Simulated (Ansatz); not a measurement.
# BH3SeSi: a trajectory, and a look at its input

Aim: a trajectory from the structure below. Read the input with care, then see what the program makes of it.

Program: Ansatz 0.2.0, Gaussian basis. Level of theory: PBE0-D4/def2-SVP. These are calculated values, not measurements.

1 further run of the same task is left out (it didn't finish).

### Step 1. The structure

| atom | x (Å) | y (Å) | z (Å) |
| --- | --- | --- | --- |
| Si1 | 0.1726 | -0.3188 | -1.2748 |
| B2 | -0.0979 | 0.2631 | 0.4436 |
| Se3 | -0.1167 | -0.2096 | 2.2201 |
| H4 | -0.8781 | -0.6904 | -2.2260 |
| H5 | 1.3919 | -0.1124 | -2.0625 |
| H6 | -0.4718 | 1.0681 | 2.8996 |

### Step 2. The run

The input, run/in.yaml:

```yaml
crystal:
  periodic: [false, false, false]
  atoms:
    - {symbol: Si, position_ang: [0.172610, -0.318790, -1.274800]}
    - {symbol: B, position_ang: [-0.097950, 0.263050, 0.443640]}
    - {symbol: Se, position_ang: [-0.116670, -0.209570, 2.220100]}
    - {symbol: H, position_ang: [-0.878120, -0.690400, -2.226050]}
    - {symbol: H, position_ang: [1.391910, -0.112350, -2.062450]}
    - {symbol: H, position_ang: [-0.471780, 1.068070, 2.899560]}
basis:
  gaussian: {orbitals: def2-SVP}
hamiltonian: {xc: pbe0, dispersion: d4}
md: {n_steps: 30, timestep: 6, temperature: 300, ensemble: nve, seed: 755, initial_velocities: maxwell_boltzmann}
```

Command:

```bash
> ansatz run in.yaml --threads 1 --pin off --events-out ev --progress --plain --max-ram 4352MiB
```

Before running it: what results should come out? Wanted: this run.

**Answer**, as computed:

| quantity | value |
| --- | --- |
| this run | converged |
| fault | long timestep |

The timestep is far too long for bond vibrations, so the energy is not conserved and the trajectory means little.
